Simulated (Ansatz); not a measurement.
BFO, SMILES O=BF, the interaction energy of a dimer with the counterpoise correction

Program: the Ansatz DFT code, driven from Python.

`dimer_bfo.py`:
```python
'''Binding of a BFO dimer at a trial geometry.'''

import ansatz as az
import numpy as np

FIRST = [
    ('O', (0.9733, -0.5591, 0.4752)),
    ('B', (0.0248, -0.015, 0.012)),
    ('F', (-0.9981, 0.5741, -0.4872)),
]
SECOND = [
    ('O', (-4.825, -1.6735, -1.9473)),
    ('B', (-4.0271, -1.0439, -1.3329)),
    ('F', (-3.165, -0.3662, -0.6696)),
]

def energy(atoms, ghosts=()):
    molecule = az.Crystal.molecule()
    for symbol, xyz in atoms:
        molecule = molecule.atom(symbol, xyz)
    calc = (
        molecule.calculation()
        .basis(gaussian='def2-SVP')
        .correlation('mp2')
    )
    deck = calc.input()
    if ghosts:
        deck = deck.set(az.key.basis.gaussian.ghost_atoms, [{'symbol': s, 'position_ang': list(xyz)} for s, xyz in ghosts])
    return az.Session.from_dict(deck).plan().execute().report['free_energy_ev']


def main() -> None:
    # ghost atoms carry the functions of the partner
    direction = np.array([-0.923, -0.2368, -0.3034])
    print('shift (A)   counterpoise-corrected interaction (kcal/mol)')
    for shift in (-0.3, 0.0, 0.4, 1.0, 2.0):
        moved = [(s, tuple(np.round(np.array(xyz) + shift * direction, 4))) for s, xyz in SECOND]
        gain = energy(FIRST + moved) - energy(FIRST, moved) - energy(moved, FIRST)
        print(f'{shift:8.2f} {23.060548 * gain:14.3f}')


if __name__ == '__main__':
    main()
```

`python dimer_bfo.py` gives:
```text
shift (A)   counterpoise-corrected interaction (kcal/mol)
   -0.30         10.610
    0.00          3.056
    0.40          0.573
    1.00          0.076
    2.00          0.068
```

The dimer is a generated trial pose of unrelaxed monomers, not a minimum, so the figure is no binding energy, and the basis set is small. Finished in 7.7 s on 1 thread of Arm Neoverse V2 (shared host), peak memory 0.2 GiB.

(Lines on the test bed's own set-up are left out of the output.)
